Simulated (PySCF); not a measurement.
# C7H11ClO: the cost of one run

Programs: PySCF 2.14.0, with routines of our own; each step states its level. All values are computed. Atoms count from 0.

## (1) The system as given

20 atoms, charge 1, multiplicity 2; geometry from: GFN2-xTB.

## (2) Open-shell or spin-flip excitations: unrestricted TDDFT B3LYP/def2-SVP

The job: settings as JSON, then the geometry in Å.

```
{"job": {"kind": "uabs", "xc": "B3LYP", "basis": "def2-SVP", "nstates": 10, "tda": false}, "charge": 1, "multiplicity": 2}
C     -3.315656    -0.994075     0.283277
C     -2.620495     0.356762     0.382464
C     -1.365530     0.392144    -0.298815
C     -0.305037     0.408882    -0.884610
C      0.940915     0.399838    -1.586487
Cl     1.333002    -1.249304    -2.199364
C      2.134383     0.958112    -0.799530
C      2.437920     0.043907     0.405407
O      2.760963    -1.252153     0.034921
H     -4.258670    -0.963902     0.821220
H     -2.696826    -1.782644     0.708310
H     -3.512829    -1.252658    -0.755629
H     -3.260827     1.147056    -0.032383
H     -2.460510     0.627070     1.434469
H      0.832629     1.015090    -2.493222
H      1.896465     1.960022    -0.442040
H      3.004541     1.012142    -1.455342
H      3.257010     0.514528     0.967886
H      1.552386    -0.030347     1.042796
H      3.641017    -1.299790    -0.365452
```

Level: unrestricted TDDFT B3LYP/def2-SVP, vertical, gas phase, core orbitals frozen in the response.

The run is started by

```bash
$ OMP_NUM_THREADS=1 python excited_run.py task.json out
```

The driver reads the jobs from task.json and runs them one after another.

**Question.** How long does this first job take on 1 thread of Arm Neoverse N1, shared host, and how much memory does it need?

About 2.7 min, with a peak of 0.76 GiB.
